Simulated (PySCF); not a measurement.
# CoOH₃: structure of the singlet

The task is one start of a wider search on CoOH₃: the singlet, from a tetrahedral start. It is relaxed, tested by its Hessian and followed downhill if it is a saddle.

Computed with PySCF 2.14.0. Level: PBE0, basis Co def2-TZVP, O def2-TZVP, H def2-TZVP, no relativity, density fitting.

## 1. Starting geometry

5 atoms, charge 0, spin multiplicity 1.

Bond lengths: Co1–O2 1.600 Å, Co1–H3 1.430 Å, Co1–H4 1.430 Å, Co1–H5 1.430 Å. Angles: O2–Co1–H3 109.5°, O2–Co1–H4 109.5°, O2–Co1–H5 109.5°, H3–Co1–H4 109.5°, H3–Co1–H5 109.5°, H4–Co1–H5 109.5°.

Coordinates in bohr (charge 0 multiplicity 1):
```
Co    0.0000    0.0000    0.0000
O     0.0000   -2.4689   -1.7455
H     2.2066    0.0000    1.5600
H    -2.2066    0.0000    1.5600
H     0.0000    2.2066   -1.5600
```

## 2. Finding the electronic state

One driver script runs all steps and calls PySCF; scf.py shows how it sets up the SCF of each step. The optimiser is the driver's own. After this first run the driver tries any further starts and a stability analysis.

Contents of scf.py:

```python
from pyscf import gto, scf, dft
mol = gto.M(atom='''
Co     0.000000     0.000000     0.000000
O     -0.000000    -1.306500    -0.923700
H      1.167700     0.000000     0.825500
H     -1.167700     0.000000     0.825500
H      0.000000     1.167700    -0.825500''',
    basis={'Co': 'def2-TZVP', 'O': 'def2-TZVP', 'H': 'def2-TZVP'},
    charge=0, spin=0)
mf = dft.RKS(mol, xc='PBE0')
mf.grids.atom_grid = (50, 194)
aux = {'Co': 'def2-universal-JKFIT', 'O': 'def2-universal-JKFIT', 'H': 'def2-universal-JKFIT'}
mf = mf.density_fit(auxbasis=aux)
mf.conv_tol = 1e-08
mf.diis_space = 10
mf.max_cycle = 60
mf.init_guess = 'minao'
mf.verbose = 4
mf.kernel()
```

Started as:

```bash
$ OMP_NUM_THREADS=2 python axn.py task.json out
```

Log (excerpt; [...] marks lines left out):

```text
[... the frontier levels of the middle cycles are left out ...]
init E= -1458.42845235383
cycle= 1 E= -1442.96240533304  delta_E= 15.5  |g|= 8.02  |ddm|= 25.8
  HOMO = -1.85763018361976  LUMO = -1.3009618415665  gap/eV = 15.14772
cycle= 2 E= -1411.86447967024  delta_E= 31.1  |g|= 17.1  |ddm|= 28.4
  HOMO = -0.885528941553719  LUMO = -0.846734657135113  gap/eV = 1.05565
cycle= 3 E= -1444.65063252368  delta_E= -32.8  |g|= 11.3  |ddm|= 9.04
cycle= 4 E= -1443.48926775681  delta_E= 1.16  |g|= 10.3  |ddm|= 2.03
cycle= 5 E= -1450.01706546112  delta_E= -6.53  |g|= 8.83  |ddm|= 3.69
cycle= 6 E= -1446.89609055455  delta_E= 3.12  |g|= 9.08  |ddm|= 3.24
cycle= 7 E= -1454.83385004435  delta_E= -7.94  |g|= 6.16  |ddm|= 2.66
cycle= 8 E= -1455.68952072042  delta_E= -0.856  |g|= 5.71  |ddm|= 0.994
cycle= 9 E= -1454.0106284625  delta_E= 1.68  |g|= 6.63  |ddm|= 0.518
cycle= 10 E= -1455.28737802818  delta_E= -1.28  |g|= 6.05  |ddm|= 0.829
cycle= 11 E= -1455.36878969756  delta_E= -0.0814  |g|= 6.02  |ddm|= 0.35
cycle= 12 E= -1443.86413194061  delta_E= 11.5  |g|= 7.78  |ddm|= 24.9
cycle= 13 E= -1457.02264827748  delta_E= -13.2  |g|= 4.65  |ddm|= 24.8
cycle= 14 E= -1457.65729508266  delta_E= -0.635  |g|=    4  |ddm|= 0.335
cycle= 15 E= -1457.67097378945  delta_E= -0.0137  |g|= 3.82  |ddm|= 0.514
cycle= 16 E= -1458.70623533777  delta_E= -1.04  |g|= 2.48  |ddm|= 0.586
cycle= 17 E= -1459.21477626973  delta_E= -0.509  |g|= 1.01  |ddm|= 0.62
cycle= 18 E= -1459.33897301347  delta_E= -0.124  |g|= 0.238  |ddm|= 0.384
cycle= 19 E= -1459.3485542618  delta_E= -0.00958  |g|= 0.0791  |ddm|= 0.152
cycle= 20 E= -1459.34980123286  delta_E= -0.00125  |g|= 0.0182  |ddm|= 0.0411
cycle= 21 E= -1459.34986203766  delta_E= -6.08e-05  |g|= 0.00345  |ddm|= 0.012
cycle= 22 E= -1459.34987080502  delta_E= -8.77e-06  |g|= 0.00205  |ddm|= 0.00738
cycle= 23 E= -1459.34987166356  delta_E= -8.59e-07  |g|= 0.000641  |ddm|= 0.00176
cycle= 24 E= -1459.349871822  delta_E= -1.58e-07  |g|= 0.000191  |ddm|= 0.000897
cycle= 25 E= -1459.3498718448  delta_E= -2.28e-08  |g|= 6.55e-05  |ddm|= 0.000317
cycle= 26 E= -1459.349871852  delta_E= -7.2e-09  |g|= 1.49e-05  |ddm|= 0.000292
  HOMO = -0.317631400241985  LUMO = -0.14777561625671  gap/eV = 4.62201
Extra cycle  E= -1459.34987185219  delta_E= -1.91e-10  |g|= 2.01e-05  |ddm|= 3.75e-05
converged SCF energy = -1459.34987185219
```

This step, with its further starts and checks, took 14 s on 2 threads of Intel Xeon Platinum 8259CL at 2.50GHz (Skylake/Cascade Lake), shared host.

Energies from each starting density:

| start | energy (Eh) |
| --- | --- |
| the minimal-basis guess | -1459.349872 |
| a thermally smeared density | -1459.349872 |
| a smeared PBE density | -1459.349872 |

The test of internal stability and the other starts found no lower closed-shell solution.

## 3. Tetrahedral start, singlet: relaxation

The program finds C3v symmetry in the start, which this walk keeps. Threshold on the gradient: 0.0003 Eh/bohr, with a further test on the energy change.

Changes to scf.py since step 2:

```diff
@@ -3,5 +3,5 @@
-Co     0.000000     0.000000     0.000000
-O     -0.000000    -1.306500    -0.923700
-H      1.167700     0.000000     0.825500
-H     -1.167700     0.000000     0.825500
-H      0.000000     1.167700    -0.825500''',
+Co     0.000000     0.252972     0.178878
+O     -0.000000    -1.053464    -0.744912
+H      1.167611     0.252972     1.004504
+H     -1.167611     0.252972     1.004504
+H      0.000000     1.420584    -0.646747''',
@@ -17 +16,0 @@
-mf.init_guess = 'minao'
```

The optimiser's trace:

| step | energy (Eh) | change (kJ/mol) | largest symmetric gradient (Eh/bohr) |
| --- | --- | --- | --- |
| 0 | -1459.349872 | 0.00 | 0.06661 |
| 1 | -1459.356136 | -16.45 | 0.00487 |
| 2 | -1459.356390 | -17.11 | 0.00420 |
| 3 | -1459.356569 | -17.58 | 0.00087 |
| 4 | -1459.356578 | -17.61 | 0.00064 |
| 5 | -1459.356587 | -17.63 | 0.00020 |
| 6 | -1459.356587 | -17.63 | 0.00001 |

The walk took 13 s.

Positions (Å) and forces (eV/Å) along the way:

```
step 0
Co   0.000   0.253   0.179   0.000  -3.423  -2.424
O    0.000  -1.053  -0.745   0.000   2.885   2.045
H    1.168   0.253   1.004   0.226   0.104   0.232
H   -1.168   0.253   1.004  -0.226   0.104   0.232
H    0.000   1.421  -0.647   0.000   0.330  -0.085
step 1
Co   0.000   0.228   0.161   0.000  -0.248  -0.180
O    0.000  -1.008  -0.713   0.000  -0.171  -0.115
H    1.169   0.246   1.000   0.139   0.093   0.163
H   -1.169   0.246   1.000  -0.139   0.093   0.163
H    0.000   1.414  -0.653   0.000   0.232  -0.031
step 3
Co   0.000   0.205   0.145   0.000   0.036   0.021
O    0.000  -1.032  -0.730   0.000  -0.031  -0.016
H    1.167   0.262   1.010  -0.044   0.013  -0.023
H   -1.167   0.262   1.010   0.044   0.013  -0.023
H    0.000   1.429  -0.640   0.000  -0.031   0.041
step 6
Co   0.000   0.202   0.143   0.000   0.002  -0.004
O    0.000  -1.037  -0.733   0.000  -0.002   0.004
H    1.161   0.267   1.010   0.000   0.000  -0.001
H   -1.161   0.267   1.010   0.000   0.000  -0.001
H    0.000   1.428  -0.632   0.000   0.000   0.000
```

End point (C3v, 6 steps, 17.6 kJ/mol gained): Co–H 1.450 Å (×3), Co–O 1.517 Å; H–Co–H 106.3° (×3), H–Co–O 112.4° (×3).

## 4. Vibrations and properties at this point

On the finer grid the gradient is checked again; gradients at displacements of ±0.02 bohr then give force constants and infrared intensities.

Changes to scf.py since step 3:

```diff
@@ -3,5 +3,5 @@
-Co     0.000000     0.252972     0.178878
-O     -0.000000    -1.053464    -0.744912
-H      1.167611     0.252972     1.004504
-H     -1.167611     0.252972     1.004504
-H      0.000000     1.420584    -0.646747''',
+Co    -0.000000     0.236516     0.167242
+O      0.000000    -1.001732    -0.708332
+H      1.160875     0.301713     1.034206
+H     -1.160875     0.301713     1.034206
+H     -0.000000     1.462588    -0.607518''',
@@ -11 +11 @@
-mf.grids.atom_grid = (50, 194)
+mf.grids.atom_grid = (75, 302)
@@ -14 +14 @@
-mf.conv_tol = 1e-08
+mf.conv_tol = 1e-10
```

The driver hands on the density of the step before, so the log starts near convergence.

SCF at the final geometry:

```text
init E= -1459.35652663652
  HOMO = -0.320829383744191  LUMO = -0.141605505743102  gap/eV = 4.87693
cycle= 1 E= -1459.35652663338  delta_E= 3.13e-09  |g|= 0.000164  |ddm|= 5.49e-05
  HOMO = -0.320820609550019  LUMO = -0.141589467555027  gap/eV = 4.87713
cycle= 2 E= -1459.35652653032  delta_E= 1.03e-07  |g|= 0.000969  |ddm|= 0.000299
  HOMO = -0.320831686894036  LUMO = -0.141606228588187  gap/eV = 4.87697
cycle= 3 E= -1459.35652663618  delta_E= -1.06e-07  |g|= 4.76e-05  |ddm|= 0.000246
  HOMO = -0.320828917904948  LUMO = -0.14160388657469  gap/eV = 4.87696
cycle= 4 E= -1459.35652663663  delta_E= -4.47e-10  |g|= 1.73e-07  |ddm|= 2.26e-05
  HOMO = -0.320828930056195  LUMO = -0.141603906391234  gap/eV = 4.87696
cycle= 5 E= -1459.35652663663  delta_E= 4.55e-13  |g|= 8.75e-08  |ddm|= 1.58e-07
  HOMO = -0.320828925587078  LUMO = -0.141603901369061  gap/eV = 4.87696
Extra cycle  E= -1459.35652663662  delta_E= 2.73e-12  |g|= 4.56e-07  |ddm|= 1.67e-07
converged SCF energy = -1459.35652663662
```

The whole step took 46 s.

Geometry: C3v; Co–H 1.450 Å (×3), Co–O 1.517 Å; H–Co–H 106.3° (×3), H–Co–O 112.4° (×3).

Harmonic modes (main isotopes):

```tsv
symmetry	ω (cm⁻¹)	IR (km/mol)	μ (u)
e	443	0.7	1.07
e	644	2.4	1.11
a1	701	17.2	1.04
a1	1089	112	18.55
e	2099	26.5	1.03
a1	2105	29.9	1.01
```

All wavenumbers are real: a minimum.

Properties at this point:

| Property | Result |
| --- | --- |
| Dipole moment | 1.92 D |
| Highest occupied level | -8.73 eV |
| Lowest empty level | -3.85 eV |
| Rotational constants | 3.103, 0.4975, 0.4975 cm⁻¹ |
| Zero-point energy | 61.4 kJ/mol |
| Principal polarisabilities | 33.4, 33.4, 41.7 bohr³ |
| Atomisation energy without zero-point energy | 913 kJ/mol |
| Principal traceless quadrupole moments about the centre of mass | -1.18, 0.59, 0.59 D Å |
| Entropy at 298.15 K and 1 bar | 250.5 J/(mol K) |
| Heat capacity Cp at 298.15 K | 57.4 J/(mol K) |
| Enthalpy at 298.15 K above 0 K | 12.42 kJ/mol |
| Rotational symmetry number | 3 |

Populations by atom (charges in e):

| atom | Mulliken | Löwdin | polar tensor | Mayer order to Co1 |
| --- | --- | --- | --- | --- |
| Co1 | 0.41 | 0.05 | 0.71 | – |
| O2 | -0.47 | -0.16 | -0.52 | 1.80 |
| H3,4,5 | 0.02 | 0.03 | -0.06 | 0.86 |

Outer orbital energies (eV). occupied: -12.47, -12.27, -12.27, -11.29, -10.94, -10.94, -8.73, -8.73; empty: -3.85, -3.05, -3.05, 1.72.

Mulliken populations on Co1: s 6.61, p 12.55, d 7.43, f 0.00.

## 5. Stability of the closed shell

At the lowest minimum the closed shell is tested against spin polarisation, on the (50, 194) grid. It is stable.

## 6. Summary of results

| quantity | value |
| --- | --- |
| minimum | singlet, C3v |
| geometry | Co–H 1.450 Å (×3), Co–O 1.517 Å; H–Co–H 106.3° (×3), H–Co–O 112.4° (×3) |
| wavenumbers (cm⁻¹) | 443 (e), 644 (e), 701 (a1), 1089 (a1), 2099 (e), 2105 (a1) |
| dipole moment | 1.92 D |
| highest occupied, lowest empty level | -8.73, -3.85 eV |
| polar-tensor charge of Co1 | +0.71 e |
| zero-point energy | 61.4 kJ/mol |
| entropy at 298.15 K | 250.5 J/(mol K) |
| atomisation energy (no zero-point energy) | 913 kJ/mol |

**Reading.** The tetrahedral start keeps its C3v symmetry and ends in a minimum. In the infrared the band at 1089 cm⁻¹ (a1, stretch) leads. Only this shape and spin were tried, so other structures or states may lie lower.

The search up to here took 75 s on 2 threads of Intel Xeon Platinum 8259CL at 2.50GHz (Skylake/Cascade Lake), shared host.
